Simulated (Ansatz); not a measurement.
# CHBCl₂O: small, medium and large basis sets

An exercise on one series of results from a longer session: the logs are not shown, and one member is left open.

Program: Ansatz 0.2.0, Gaussian basis. Level of theory: one geometry, several basis sets. These are calculated values, not measurements.

Plan: PBE0-D4/def2-SVP; ωB97M-V/def2-SVP; PBE0-D4/def2-QZVPP; ωB97M-V/def2-QZVPP; the functionals' def2-TZVPP values are taken from earlier runs.

**The relaxed structure**

All runs share one geometry, relaxed beforehand with PBE0-D4 in a triple-zeta def2 set.

6 atoms, charge 0, spin multiplicity 1.

Atoms are counted from 1 here; the program's logs count them from 0.

Bond lengths: Cl1–C2 1.741 Å, C2–Cl3 1.741 Å, C2–B4 1.506 Å, C2–O5 1.451 Å, B4–O5 1.340 Å, B4–H6 1.180 Å. Angles: Cl1–C2–Cl3 112.8°, Cl1–C2–B4 123.0°, Cl1–C2–O5 113.7°, Cl3–C2–B4 123.0°, Cl3–C2–O5 113.7°, B4–C2–O5 53.9°, C2–B4–O5 61.0°, C2–B4–H6 160.1°, O5–B4–H6 138.9°, C2–O5–B4 65.2°.

Set-up of the first run:

Input file in.yaml:

```yaml
crystal:
  periodic: [false, false, false]
  atoms:
    - {symbol: Cl, position_ang: [-0.809521, -1.721389, -0.846563]}
    - {symbol: C, position_ang: [0.100993, -0.519185, 0.023191]}
    - {symbol: Cl, position_ang: [1.303777, -1.214306, 1.072433]}
    - {symbol: B, position_ang: [-0.304862, 0.929248, 0.087385]}
    - {symbol: O, position_ang: [0.607980, 0.548946, -0.817383]}
    - {symbol: H, position_ang: [-0.856267, 1.912684, 0.434738]}
basis:
  gaussian: {orbitals: def2-SVP}
hamiltonian: {xc: pbe0, dispersion: d4}
output: {orbitals: {seedname: orbitals}}
```

Command:

```console
> ansatz run in.yaml --threads 2 --pin off --events-out ev --progress --plain --max-ram 4352MiB
```

Among the steps run: PBE0-D4 in def2-SVP; ωB97M-V in def2-SVP; PBE0-D4 in def2-QZVPP; ωB97M-V in def2-QZVPP.

One of the session's tables, all rows but one given; the rest of the session is left out.

It belongs to the step «Functionals by basis». 

| functional | basis | HOMO (eV) |
| --- | --- | --- |
| PBE0-D4 | def2-SVP | -8.03 |
| PBE0-D4 | def2-TZVPP | ? |
| PBE0-D4 | def2-QZVPP | -8.19 |
| ωB97M-V | def2-SVP | -10.22 |
| ωB97M-V | def2-TZVPP | -10.38 |
| ωB97M-V | def2-QZVPP | -10.43 |

Q: Estimate the row for PBE0-D4, def2-TZVPP from the others.

As computed: HOMO (eV): -8.15. In the column «HOMO (eV)» it lies between PBE0-D4, def2-QZVPP (-8.19) and PBE0-D4, def2-SVP (-8.03).
